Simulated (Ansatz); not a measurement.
## FGeH3OS, SMILES [OH][GeH]([F])[SH]: an atomisation energy, step by step

Computed with Ansatz 0.2.0 through its Python package.

Notebook, run cell by cell (the value of a cell's last expression is shown):

```python
from collections import Counter
from dataclasses import dataclass

import ansatz as az
```

```python
@dataclass
class RunConfig:
    basis_set: str = 'cc-pVDZ'
    functional: str = 'hf'
```

```python
settings = RunConfig()


def energy_of(molecule, charge=0, unpaired=0):
    calc = (
        molecule.calculation()
        .basis(gaussian=settings.basis_set)
        .functional(settings.functional)
        .accuracy('medium')
    )
    if charge:
        calc = calc.charge(charge)
    if unpaired:
        calc = calc.spin('collinear', total=unpaired)
    return calc.run().report['free_energy_ev']

mol = (
    az.Crystal.molecule()
    .atom('O', (-1.4764, 0.0905, 0.5464))
    .atom('Ge', (0.212, -0.2786, 0.4991))
    .atom('F', (0.4671, -1.6997, 1.4713))
    .atom('S', (0.9128, -0.675, -1.5957))
    .atom('H', (-1.5933, 0.9561, -0.022))
    .atom('H', (1.0387, 0.9282, 1.0587))
    .atom('H', (0.5005, 0.6105, -2.0035))
)
```

```python
unpaired = {'O': 2, 'Ge': 2, 'F': 1, 'S': 2, 'H': 1}
counts = Counter(site.symbol for site in mol.cartesian_sites)
atom_energy = {s: energy_of(az.Crystal.molecule().atom(s, (0, 0, 0)), 0, unpaired[s]) for s in counts}
whole = energy_of(mol, 0, 0)
for s, e in atom_energy.items():
    print(f'{s:2s} x{counts[s]}  {e:14.5f} eV')
print(f'FGeH3OS: {whole:.5f} eV')
split = sum(counts[s] * e for s, e in atom_energy.items()) - whole
print(f'atomisation energy (no zero-point term): {23.060548 * split:.1f} kcal/mol, {split / sum(counts.values()):.3f} eV an atom')
```

    O  x1     -2035.19852 eV
    Ge x1    -56471.56286 eV
    F  x1     -2704.13805 eV
    S  x1    -10816.43900 eV
    H  x3       -13.58606 eV
    FGeH3OS: -72082.69965 eV
    atomisation energy (no zero-point term): 336.8 kcal/mol, 2.086 eV an atom

336.8 kcal/mol from the electronic energies, without the zero-point term.

Notes:
- These settings explore the input space; basis and method may be short of convergence.
- The geometry is a force-field or estimated start, not a minimum of this method, and the basis set is short of its limit. All parts are taken at fixed geometry, without zero-point energy.
- Hartree-Fock leaves correlation out, so bond, atomisation and ionisation energies come out well too low.
- For Al to Cl the sets with a tight d function, cc-pV(X+d)Z, are usual.
- Timing: 2.3 s on 1 thread of Intel(R) Xeon(R) 6975P-C (Granite Rapids), on a shared host, peak memory 0.22 GiB.

(Lines on the test bed's own set-up are left out of the output.)
